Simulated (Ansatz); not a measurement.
# CH₈FNOSi₂: up Jacob's ladder to CCSD(T)

An exercise on one series of results from a longer session: the logs are not shown, and one member is left open.

The runs use Ansatz 0.2.0, Gaussian basis; functionals in def2-TZVPP, the program's frozen cores in correlated methods.

Levels to be run: PBE-D4, r2SCAN-D4, PBE0-D4, B3LYP-D4, ωB97X-V, ωB97M-V, B2PLYP; CCSD(T)/def2-TZVPP; MP2/def2-QZVPP; extrapolation to the limit.

**The relaxed structure**

All runs share one geometry, relaxed beforehand with PBE0-D4 in a triple-zeta def2 set.

SMILES `C[SiH](F)N[SiH2]O`, 14 atoms, charge 0, spin multiplicity 1.

Atoms are counted from 1 here; the program's logs count them from 0.

Bond lengths: C1–Si2 1.851 Å, C1–H7 1.092 Å, C1–H8 1.094 Å, C1–H9 1.092 Å, Si2–F3 1.607 Å, Si2–N4 1.714 Å, Si2–H10 1.481 Å, N4–Si5 1.726 Å, N4–H11 1.010 Å, Si5–O6 1.643 Å, Si5–H12 1.488 Å, Si5–H13 1.479 Å, O6–H14 0.959 Å. Angles: Si2–C1–H7 110.8°, Si2–C1–H8 110.9°, Si2–C1–H9 110.7°, H7–C1–H8 107.7°, H7–C1–H9 108.4°, H8–C1–H9 108.2°, C1–Si2–F3 106.9°, C1–Si2–N4 111.7°, C1–Si2–H10 114.0°, F3–Si2–N4 110.7°, F3–Si2–H10 106.3°, N4–Si2–H10 107.1°, Si2–N4–Si5 127.8°, Si2–N4–H11 116.8°, Si5–N4–H11 115.0°, N4–Si5–O6 112.9°, N4–Si5–H12 105.3°, N4–Si5–H13 111.7° and more.

Geometry (Å):

```mol
CH8FNOSi2
  3D, bonds by distance, orders not assigned

 14 13  0  0  0  0  0  0  0  0999 V2000
    0.7031    2.1837   -0.9913 C   0  0
    0.0540    0.9907    0.2669 Si  0  0
   -1.3317    1.5940    0.8123 F   0  0
   -0.1864   -0.5687   -0.4026 N   0  0
   -0.0566   -2.0947    0.3942 Si  0  0
   -1.0529   -2.2252    1.6937 O   0  0
    0.7969    3.1846   -0.5643 H   0  0
    0.0305    2.2497   -1.8509 H   0  0
    1.6857    1.8690   -1.3501 H   0  0
    0.9307    0.8264    1.4494 H   0  0
   -0.5327   -0.6095   -1.3509 H   0  0
   -0.3555   -3.1106   -0.6506 H   0  0
    1.2894   -2.2971    0.9720 H   0  0
   -1.9748   -1.9924    1.5721 H   0  0
  1  2  8  0
  2  3  8  0
  2  4  8  0
  4  5  8  0
  5  6  8  0
  1  7  8  0
  1  8  8  0
  1  9  8  0
  2 10  8  0
  4 11  8  0
  5 12  8  0
  5 13  8  0
  6 14  8  0
M  END
```

Set-up of the first run:

Input file in.yaml:

```yaml
crystal:
  periodic: [false, false, false]
  atoms:
    - {symbol: C, position_ang: [0.703149, 2.183678, -0.991302]}
    - {symbol: Si, position_ang: [0.054038, 0.990669, 0.266915]}
    - {symbol: F, position_ang: [-1.331660, 1.593991, 0.812262]}
    - {symbol: N, position_ang: [-0.186424, -0.568664, -0.402594]}
    - {symbol: Si, position_ang: [-0.056611, -2.094702, 0.394203]}
    - {symbol: O, position_ang: [-1.052864, -2.225158, 1.693713]}
    - {symbol: H, position_ang: [0.796929, 3.184626, -0.564260]}
    - {symbol: H, position_ang: [0.030486, 2.249739, -1.850921]}
    - {symbol: H, position_ang: [1.685747, 1.868998, -1.350147]}
    - {symbol: H, position_ang: [0.930721, 0.826403, 1.449408]}
    - {symbol: H, position_ang: [-0.532690, -0.609467, -1.350864]}
    - {symbol: H, position_ang: [-0.355473, -3.110589, -0.650564]}
    - {symbol: H, position_ang: [1.289434, -2.297070, 0.972031]}
    - {symbol: H, position_ang: [-1.974771, -1.992445, 1.572142]}
basis:
  gaussian: {orbitals: def2-TZVPP}
hamiltonian: {xc: pbe, dispersion: d4}
output: {forces: true, orbitals: {seedname: orbitals}}
```

Started as:

```console
ansatz run in.yaml --threads 2 --pin off --events-out ev --progress --plain --max-ram 22528MiB --backend cuda --devices 0, --max-vram 18GiB
```

Steps of the session up to this table: PBE-D4 (GGA); r2SCAN-D4 (meta-GGA); PBE0-D4 (hybrid); B3LYP-D4 (hybrid); ωB97X-V (range-separated); ωB97M-V (range-separated); B2PLYP (double hybrid); CCSD(T) in def2-TZVPP; MP2 in def2-QZVPP.

One of the session's tables, all rows but one given; the rest of the session is left out.

| method | atomisation energy (kJ/mol) |
| --- | --- |
| PBE-D4 | 5273.9 |
| r2SCAN-D4 | 5239.8 |
| PBE0-D4 | 5198.5 |
| B3LYP-D4 | 5240.2 |
| ωB97X-V | ? |
| ωB97M-V | 5267.3 |
| B2PLYP | 5191.7 |
| HF/def2-TZVPP | 3861.4 |
| MP2/def2-TZVPP | 5196.8 |
| CCSD/def2-TZVPP | 5050.3 |
| CCSD(T)/def2-TZVPP | 5115.2 |
| MP2/CBS | 5350.1 |
| CCSD(T)/CBS | 5268.4 |

Estimate the missing values for ωB97X-V.

**Answer.** atomisation energy (kJ/mol): 5271.0. In the column «atomisation energy (kJ/mol)» it lies between CCSD(T)/CBS (5268.4) and PBE-D4 (5273.9).

Limits of these values: Free atoms (1 C, 2 Si, 1 F, 1 N, 1 O, 8 H) were run apart at each level; the atomisation energy is their sum less the molecule, without zero-point or spin-orbit terms.
